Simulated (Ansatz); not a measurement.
# AsF+ (doublet): wave-function methods side by side, cc-pVDZ

How much of the correlation energy of AsF+ (doublet) does each wave-function method recover here?

Method: cc-pVDZ, correlated electrons: outside noble gas; program: Ansatz 0.2.0, Gaussian basis.

To be run: UHF; CCSD(T) on ROHF; CCSD(T) on UHF; BCCD(T) on ROHF; CISD; CCSDT(Q) on ROHF; CCSDT(Q) on UHF; CASSCF and MRCISD+Q, 11 electrons in 8 orbitals; CASSCF and NEVPT2, 11 electrons in 8 orbitals.

### 1 The system

The geometry is a PBE0/def2-TZVP stationary point (not a proven minimum) of the parent state, kept for this charge and spin. No spin-orbit coupling is included. The filled d shell of As may be among the frozen orbitals whatever the setting's name suggests; the logs give the count.

2 atoms, charge 1, spin multiplicity 2.

Atoms are counted from 1 here; the program's logs count them from 0.

Bond lengths: F1–As2 1.737 Å.

In the tables R marks a restricted open-shell determinant and U an unrestricted one; 'valence' is the active space of 11 electrons in 8 orbitals; correlation energies count from the lowest restricted Hartree-Fock solution.

### 2 UHF

File in.yaml:

```yaml
crystal:
  periodic: [false, false, false]
  atoms:
    - {symbol: F, position_ang: [0.000000, 0.000000, 0.000000]}
    - {symbol: As, position_ang: [0.000000, 0.000000, 1.737000]}
basis:
  gaussian: {orbitals: cc-pVDZ}
total_charge: 1
magnetization: {spin_polarized: true, initial_magnetization: 1}
hamiltonian: {xc: hf}
output: {orbitals: {seedname: orbitals}}
```

Run with:

```sh
$ ansatz run in.yaml --threads 1 --pin off --events-out ev --progress --plain --max-ram 2393MiB
```

The runs that follow: CCSD(T) on ROHF; CCSD(T) on UHF; BCCD(T) on ROHF; CISD; CCSDT(Q) on ROHF; CCSDT(Q) on UHF; CASSCF and MRCISD+Q, 11 electrons in 8 orbitals; CASSCF and NEVPT2, 11 electrons in 8 orbitals.

Before running them: what should the planned runs give, taken together? Wanted: correlation energy, UCCSDT(Q); RMP2 from UCCSDT(Q); UMP2 from UCCSDT(Q); RCCSD from UCCSDT(Q); RCCSD(T) from UCCSDT(Q); UCCSD(T) from UCCSDT(Q); RCCSDT(Q) from UCCSDT(Q); NEVPT2 valence from UCCSDT(Q); MRCISD+Q valence from UCCSDT(Q).

**Answer**, as computed:

| quantity | value |
| --- | --- |
| correlation energy, UCCSDT(Q) | -7.8364 eV |
| RMP2 from UCCSDT(Q) | +13.91 kcal/mol |
| UMP2 from UCCSDT(Q) | +14.03 kcal/mol |
| RCCSD from UCCSDT(Q) | +6.33 kcal/mol |
| RCCSD(T) from UCCSDT(Q) | +1.28 kcal/mol |
| UCCSD(T) from UCCSDT(Q) | +1.22 kcal/mol |
| RCCSDT(Q) from UCCSDT(Q) | +0.41 kcal/mol |
| NEVPT2 valence from UCCSDT(Q) | +25.74 kcal/mol |
| MRCISD+Q valence from UCCSDT(Q) | +1.84 kcal/mol |
| levels of the table within 1 kcal/mol (43 meV) | RCCSDT, UCCSDT, RCCSDT(Q) |
| T1 diagnostic | 0.031 |
| effectively unpaired electrons | 1.02 |

In words: RCCSD(T) misses by +1.28 kcal/mol, 0.7 % of the correlation energy. One determinant dominates. Of the multireference levels listed MRCISD+Q valence comes nearest in total energy (+1.84 kcal/mol), which doesn't show that its space is the better one. These misses are within one basis, not against nature; the frozen cores of restricted and unrestricted runs differ, which can shift their rows.
